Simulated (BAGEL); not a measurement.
# C3H8BN (SMILES BN(C)C=C), step by step

Wanted: a single-point energy (HF/def2-SVP), then the energy (CASSCF(2,2)/def2-SVP) of C3H8BN. 

Program for the calculation: BAGEL 1.2.2.

2 further runs of the same task are left out: 2 set aside as unsound or not needed.

### 1 Starting point

C3H8BN: 13 atoms, total charge 0, spin state singlet. SMILES: `BN(C)C=C`. The shape is that of a PBE0-D4/def2-TZVP optimisation. This is one conformer, not always the lowest.

Bond lengths: B1–N2 1.399 Å, N2–C3 1.449 Å, N2–C4 1.395 Å, C4–C5 1.331 Å, B1–H6 1.195 Å, B1–H7 1.195 Å, C3–H8 1.094 Å, C3–H9 1.094 Å, C3–H10 1.087 Å, C4–H11 1.084 Å, C5–H12 1.082 Å, C5–H13 1.081 Å. Some angles: B1–N2–C3 122.3°, B1–N2–C4 121.2°, C3–N2–C4 116.5°, N2–C4–C5 126.4°, N2–B1–H6 118.5°, N2–B1–H7 119.0°, N2–C3–H8 110.7°, N2–C3–H9 110.7°, N2–C3–H10 109.1°, N2–C4–H11 112.9°.

### 2 A single-point energy at HF/def2-SVP (density fitting with svp-jkfit) (run 1)

calc.json reads:

```json
{ "bagel" : [

{
  "title" : "molecule",
  "basis" : "svp",
  "df_basis" : "svp-jkfit",
  "angstrom" : true,
  "geometry" : [
    { "atom" : "B", "xyz" : [      -0.159400,       0.370500,      -1.851000 ] },
    { "atom" : "N", "xyz" : [       0.038300,       0.124900,      -0.488300 ] },
    { "atom" : "C", "xyz" : [       1.288400,       0.426600,       0.178700 ] },
    { "atom" : "C", "xyz" : [      -0.969900,      -0.427900,       0.300800 ] },
    { "atom" : "C", "xyz" : [      -0.894100,      -0.703300,       1.600300 ] },
    { "atom" : "H", "xyz" : [      -1.217900,       0.095500,      -2.333200 ] },
    { "atom" : "H", "xyz" : [       0.732500,       0.845600,      -2.488700 ] },
    { "atom" : "H", "xyz" : [       1.726000,      -0.479300,       0.608900 ] },
    { "atom" : "H", "xyz" : [       1.131200,       1.145100,       0.988800 ] },
    { "atom" : "H", "xyz" : [       1.983100,       0.849700,      -0.542900 ] },
    { "atom" : "H", "xyz" : [      -1.878000,      -0.630300,      -0.255600 ] },
    { "atom" : "H", "xyz" : [      -0.009800,      -0.518600,       2.195600 ] },
    { "atom" : "H", "xyz" : [      -1.750000,      -1.133500,       2.101700 ] }
  ]
},

{ "title" : "hf" },

{ "title" : "print", "file" : "orbitals.molden", "orbitals" : true }

]}
```

The run is started by

```sh
$ BAGEL_NUM_THREADS=1 BAGEL calc.json > calc.out
```

What it wrote:

```text
* using 1 threads per process

  ===============================================================
  ===============================================================

  *** Geometry ***

  { "atom" : "B", "xyz" : [     -0.301222,      0.700144,     -3.497883 ] },
  { "atom" : "N", "xyz" : [      0.072377,      0.236027,     -0.922753 ] },
  { "atom" : "C", "xyz" : [      2.434723,      0.806157,      0.337694 ] },
  { "atom" : "C", "xyz" : [     -1.832845,     -0.808614,      0.568430 ] },
  { "atom" : "C", "xyz" : [     -1.689604,     -1.329044,      3.024129 ] },
  { "atom" : "H", "xyz" : [     -2.301497,      0.180469,     -4.409109 ] },
  { "atom" : "H", "xyz" : [      1.384224,      1.597952,     -4.702961 ] },
  { "atom" : "H", "xyz" : [      3.261667,     -0.905746,      1.150654 ] },
  { "atom" : "H", "xyz" : [      2.137658,      2.163925,      1.868561 ] },
  { "atom" : "H", "xyz" : [      3.747516,      1.605700,     -1.025932 ] },
  { "atom" : "H", "xyz" : [     -3.548906,     -1.191094,     -0.483014 ] },
  { "atom" : "H", "xyz" : [     -0.018519,     -0.980012,      4.149083 ] },
  { "atom" : "H", "xyz" : [     -3.307021,     -2.142005,      3.971637 ] },

  Number of auxiliary basis functions:      521

  Since a DF basis is specified, we compute 2- and 3-index integrals:
    o Being stored without compression. Storage requirement is 0.050 GB

  Number of basis functions:      110
  Number of electrons      :       38

    * METHOD: MOLECULE                             0.35

  *** RHF ***

  === Nuclear Repulsion ===
   163.9082950498

      * DIIS with orbital gradients will be used.

  === RHF iteration (svp) ===
      0       -197.09356296          0.01245469           0.09
      1       -197.23011706          0.00573606           0.09
      2       -197.25137184          0.00164002           0.09
      3       -197.25373044          0.00040896           0.10
      4       -197.25387225          0.00010832           0.09
      5       -197.25388233          0.00002682           0.10
      6       -197.25388385          0.00001477           0.10
      7       -197.25388423          0.00000397           0.10
      8       -197.25388426          0.00000183           0.09
      9       -197.25388426          0.00000058           0.09
     10       -197.25388426          0.00000032           0.09
     11       -197.25388426          0.00000008           0.09
     12       -197.25388426          0.00000003           0.09
     13       -197.25388426          0.00000001           0.09
     14       -197.25388426          0.00000000           0.09
    * SCF iteration converged.

    * Permanent dipole moment:
           (   -0.248610,    -0.022501,    -0.293657) a.u.

    * METHOD: HF                                   1.63

    * METHOD: PRINT                                0.03

  ===============================================================
```

Wall time 2.1 s (1 thread of Arm Neoverse V1, shared host); peak memory 0.16 GiB.

### 3 A single-point energy at CASSCF(2,2)/def2-SVP (density fitting with svp-jkfit, 2 states averaged) (run 2)

casscf.json reads:

```json
{ "bagel" : [

{
  "title" : "molecule",
  "basis" : "svp",
  "df_basis" : "svp-jkfit",
  "angstrom" : "true",
  "geometry" : [
    { "atom" : "B", "xyz" : [   -0.159400,    0.370500,   -1.851000 ] },
    { "atom" : "N", "xyz" : [    0.038300,    0.124900,   -0.488300 ] },
    { "atom" : "C", "xyz" : [    1.288400,    0.426600,    0.178700 ] },
    { "atom" : "C", "xyz" : [   -0.969900,   -0.427900,    0.300800 ] },
    { "atom" : "C", "xyz" : [   -0.894100,   -0.703300,    1.600300 ] },
    { "atom" : "H", "xyz" : [   -1.217900,    0.095500,   -2.333200 ] },
    { "atom" : "H", "xyz" : [    0.732500,    0.845600,   -2.488700 ] },
    { "atom" : "H", "xyz" : [    1.726000,   -0.479300,    0.608900 ] },
    { "atom" : "H", "xyz" : [    1.131200,    1.145100,    0.988800 ] },
    { "atom" : "H", "xyz" : [    1.983100,    0.849700,   -0.542900 ] },
    { "atom" : "H", "xyz" : [   -1.878000,   -0.630300,   -0.255600 ] },
    { "atom" : "H", "xyz" : [   -0.009800,   -0.518600,    2.195600 ] },
    { "atom" : "H", "xyz" : [   -1.750000,   -1.133500,    2.101700 ] }
  ]
},
{
  "title" : "hf"
},
{
  "title" : "casscf",
  "nstate" : 2,
  "nact" : 2,
  "nclosed" : 18,
  "active" : [19, 22],
  "maxiter" : 200,
  "natocc" : "true"
},
{
  "title" : "print",
  "file" : "orbitals.molden",
  "orbitals" : "true"
}

]}
```

The run is started by

```sh
$ BAGEL_NUM_THREADS=1 BAGEL casscf.json > casscf.out
```

What it wrote:

```text
* using 1 threads per process

  ===============================================================
  ===============================================================

  *** Geometry ***

  { "atom" : "B", "xyz" : [     -0.301222,      0.700144,     -3.497883 ] },
  { "atom" : "N", "xyz" : [      0.072377,      0.236027,     -0.922753 ] },
  { "atom" : "C", "xyz" : [      2.434723,      0.806157,      0.337694 ] },
  { "atom" : "C", "xyz" : [     -1.832845,     -0.808614,      0.568430 ] },
  { "atom" : "C", "xyz" : [     -1.689604,     -1.329044,      3.024129 ] },
  { "atom" : "H", "xyz" : [     -2.301497,      0.180469,     -4.409109 ] },
  { "atom" : "H", "xyz" : [      1.384224,      1.597952,     -4.702961 ] },
  { "atom" : "H", "xyz" : [      3.261667,     -0.905746,      1.150654 ] },
  { "atom" : "H", "xyz" : [      2.137658,      2.163925,      1.868561 ] },
  { "atom" : "H", "xyz" : [      3.747516,      1.605700,     -1.025932 ] },
  { "atom" : "H", "xyz" : [     -3.548906,     -1.191094,     -0.483014 ] },
  { "atom" : "H", "xyz" : [     -0.018519,     -0.980012,      4.149083 ] },
  { "atom" : "H", "xyz" : [     -3.307021,     -2.142005,      3.971637 ] },

  Number of auxiliary basis functions:      521

  Since a DF basis is specified, we compute 2- and 3-index integrals:
    o Being stored without compression. Storage requirement is 0.050 GB

  Number of basis functions:      110
  Number of electrons      :       38

    * METHOD: MOLECULE                             0.35

  *** RHF ***

  === Nuclear Repulsion ===
   163.9082950498

      * DIIS with orbital gradients will be used.

  === RHF iteration (svp) ===
      0       -197.09356296          0.01245469           0.09
      1       -197.23011706          0.00573606           0.10
      2       -197.25137184          0.00164002           0.09
      3       -197.25373044          0.00040896           0.09
      4       -197.25387225          0.00010832           0.09
      5       -197.25388233          0.00002682           0.09
      6       -197.25388385          0.00001477           0.09
      7       -197.25388423          0.00000397           0.09
      8       -197.25388426          0.00000183           0.09
      9       -197.25388426          0.00000058           0.09
     10       -197.25388426          0.00000032           0.10
     11       -197.25388426          0.00000008           0.10
     12       -197.25388426          0.00000003           0.10
     13       -197.25388426          0.00000001           0.11
     14       -197.25388426          0.00000000           0.10
    * SCF iteration converged.

    * Permanent dipole moment:
           (   -0.248610,    -0.022501,    -0.293657) a.u.

    * METHOD: HF                                   1.67

  ---------------------------
      CASSCF calculation
  ---------------------------

    ==== Active orbitals : =====
         Orbital 19
         Orbital 22
    ============================

    * nstate   :      2
    * nclosed  :     18
    * nact     :      2
    * nvirt    :     90
  === CASSCF iteration (svp) ===

    * Using the second-order algorithm

      0  0      -197.26097154     3.67e-03      0.04
      0  1      -196.90741686     0.00e+00      0.04

      1  0      -197.25864011     5.30e-04      0.68
      1  1      -196.91732580     0.00e+00      0.68

      2  0      -197.25766222     1.71e-03      0.53
      2  1      -196.93795037     0.00e+00      0.53

      3  0      -197.24787576     6.33e-03      0.58
      3  1      -196.98831152     0.00e+00      0.58

      4  0      -197.25008355     2.88e-04      0.68
      4  1      -197.00554414     0.00e+00      0.68

      5  0      -197.25079053     3.37e-05      0.65
      5  1      -197.00499452     0.00e+00      0.65

      6  0      -197.25084701     3.68e-06      0.64
      6  1      -197.00493939     0.00e+00      0.64

      7  0      -197.25085180     3.94e-07      0.66
      7  1      -197.00493461     0.00e+00      0.66

      8  0      -197.25085230     4.18e-08      0.60
      8  1      -197.00493412     0.00e+00      0.60

      9  0      -197.25085235     4.44e-09      0.53
      9  1      -197.00493406     0.00e+00      0.53

    * Second-order optimization converged. *

     guess   0:   closed 1.                   open ..
     guess   1:   closed ..                   open 11

  === FCI iteration ===

      0  0      -197.25057910     6.76e-03      0.00
      0  1      -197.00491921     1.26e-03      0.00

      1  0 *    -197.25085235     2.17e-16      0.00
      1  1 *    -197.00493406     1.24e-16      0.00

     * ci vector, state   0, <S^2> = 0.0000
       2.     0.9594618446
       ab     0.1987775567
       ba     0.1987775567

     * ci vector, state   1, <S^2> = 0.0000
       ba    -0.6785922803
       ab    -0.6785922803
       2.     0.2810516518

    * METHOD: CASSCF                               5.82

    * METHOD: PRINT                                0.03

  ===============================================================
```

It took 8.1 s on 1 thread of Arm Neoverse V1, shared host; peak memory 0.16 GiB.

### 4 Outcome

| quantity | value |
| --- | --- |
| run 1, HF/def2-SVP: total energy | -197.25388 Eh |
| run 1, HF/def2-SVP: dipole moment | 0.98 D |
| run 1, HF/def2-SVP: HOMO energy | -9.02 eV |
| run 1, HF/def2-SVP: LUMO energy | 3.34 eV |
| run 1, HF/def2-SVP: HOMO–LUMO gap | 12.36 eV |
| run 2, CASSCF(2,2)/def2-SVP: energy of the lowest of 2 roots | -197.25085 Eh |
| run 2, CASSCF(2,2)/def2-SVP: lowest excitation energy within this active space | 6.69 eV |

**Reading.** The orbitals (run 2, CASSCF(2,2)/def2-SVP) are averaged over several states, so each root lies above its own optimum (it can stand above Hartree-Fock), and forces and dipoles share that bias. The basis has no diffuse functions, so Rydberg states are missing or pushed up, and the true lowest state may lie lower.
